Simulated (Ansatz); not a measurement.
# Cl3HSi: a nudged elastic band, and a look at its input

Aim: a nudged elastic band from the structure below. Read the input with care, then see what the program makes of it. The step meant is a insertion of a carbenoid at charge 0 and multiplicity 1, which changes Si1–H4, Si1–Cl5, H4–Cl5.

Program: Ansatz 0.2.0, Gaussian basis. Level of theory: PBE0-D4/def2-SVP. These are calculated values, not measurements.

## Step 1: The structure

```csv
atom,x (Å),y (Å),z (Å)
Si1,-0.2869,-0.6756,-1.0005
Cl2,1.7551,-1.1009,-1.0141
Cl3,-0.9704,-2.0521,0.4099
H4,-0.5772,2.3471,0.4629
Cl5,0.0795,1.4814,1.1416
```

## Step 2: The run

run/in.yaml

```yaml
crystal:
  periodic: [false, false, false]
  atoms:
    - {symbol: Si, position_ang: [-0.286949, -0.675573, -1.000487]}
    - {symbol: Cl, position_ang: [1.755095, -1.100873, -1.014087]}
    - {symbol: Cl, position_ang: [-0.970383, -2.052054, 0.409911]}
    - {symbol: H, position_ang: [-0.577248, 2.347123, 0.462942]}
    - {symbol: Cl, position_ang: [0.079485, 1.481377, 1.141620]}
basis:
  gaussian: {orbitals: def2-SVP}
hamiltonian: {xc: pbe0, dispersion: d4}
neb:
  images: 5
  climbing: true
  max_iterations: 30
  initial_path: idpp
  final_atoms:
    - {symbol: Si, position_ang: [-0.058206, 0.069528, -0.064985]}
    - {symbol: Cl, position_ang: [1.598632, -0.554697, -1.057277]}
    - {symbol: Cl, position_ang: [-1.208188, -1.534255, 0.409187]}
    - {symbol: H, position_ang: [-0.824846, 0.985227, -0.920675]}
```

Run with:

```bash
$ ansatz run in.yaml --threads 2 --pin off --events-out ev --progress --plain --max-ram 4352MiB
```

**Question.** What will these runs give? Wanted: this run.

The runs gave:

| quantity | value |
| --- | --- |
| this run | refused |
| fault | end lacks an atom |

The final structure lists one atom fewer than the first.
